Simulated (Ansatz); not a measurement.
FGeH₄Si, SMILES F[SiH][GeH3]: a ladder of basis sets, run with the Python package of Ansatz (0.2.0).

Script `basis_fgeh4si.py`:
```python
"""How the energy of FGeH4Si converges with the basis."""

import logging
import sys

import ansatz as az

logging.basicConfig(stream=sys.stdout, format="[%(levelname)s] %(message)s")
logger = logging.getLogger("run")
logger.setLevel(logging.INFO)

XC = "b3lyp"


def main() -> None:
    molecule = (
        az.Crystal.molecule()
        .atom("F", [-0.8288, -1.7863, 1.4971])
        .atom("Si", [-0.9032, -1.0984, -0.073])
        .atom("Ge", [0.2694, 0.8827, -0.1163])
        .atom("H", [-0.2159, -2.0412, -1.0117])
        .atom("H", [0.2854, 1.4675, -1.5519])
        .atom("H", [-0.3387, 1.9053, 0.8839])
        .atom("H", [1.7929, 0.6022, 0.3262])
    )

    model = (
        molecule.calculation()
        .functional(XC)
        .spin("collinear", total=1)
    )

    energies = {}
    for basis in ["def2-SVP", "def2-SVPD", "def2-TZVP", "def2-TZVPP"]:
        summary = model.basis(gaussian=basis).run().report
        size = summary["n_frozen"] + summary["n_occupied"][0] + summary["n_virtual"][0]
        energies[basis] = (summary["reference_energy_ev"] / 27.211386246, summary["free_energy_ev"] / 27.211386246)
        logger.info(f"{basis:14s} {size:4d} orbitals  reference {energies[basis][0]:14.6f} Ha  total {energies[basis][1]:14.6f} Ha")

    last = energies["def2-TZVPP"][1]
    for basis, (_, total) in energies.items():
        logger.info(f"{basis:14s} lies {27.211386 * (total - last):9.4f} eV above def2-TZVPP")


if __name__ == "__main__":
    main()
```

How far does the total energy move along this ladder of basis sets?

Against def2-SVP: def2-SVPD -17.2 mHa, def2-TZVP -499.1 mHa and def2-TZVPP -500.2 mHa. The last step alone is -1.10 mHa (these two sets differ little on atoms other than hydrogen). From the first set to the last the time grows from 4.8 to 11.6 s.

The run itself:

`python basis_fgeh4si.py` gives:
```text
[INFO] def2-SVP         84 orbitals  reference   -2468.366741 Ha  total   -2468.366741 Ha
[INFO] def2-SVPD       117 orbitals  reference   -2468.383972 Ha  total   -2468.383972 Ha
[INFO] def2-TZVP       140 orbitals  reference   -2468.865845 Ha  total   -2468.865845 Ha
[INFO] def2-TZVPP      177 orbitals  reference   -2468.866945 Ha  total   -2468.866945 Ha
[INFO] def2-SVP       lies   13.6112 eV above def2-TZVPP
[INFO] def2-SVPD      lies   13.1424 eV above def2-TZVPP
[INFO] def2-TZVP      lies    0.0299 eV above def2-TZVPP
[INFO] def2-TZVPP     lies    0.0000 eV above def2-TZVPP
```

The drop along the ladder measures the basis error, and is no property of the molecule. The geometry is a force-field or estimated start, not a minimum of this method, and the last set is no limit. Much of the fall in a total is atomic energy, which cancels in bond and reaction energies. The species is open-shell (spin multiplicity 2). b3lyp holds the VWN-RPA fit, as in Gaussian; the form of ORCA and Turbomole is b3lyp5. Run time: 34 s on 1 thread of Arm Neoverse V1, on a shared host, peak memory 0.54 GiB.
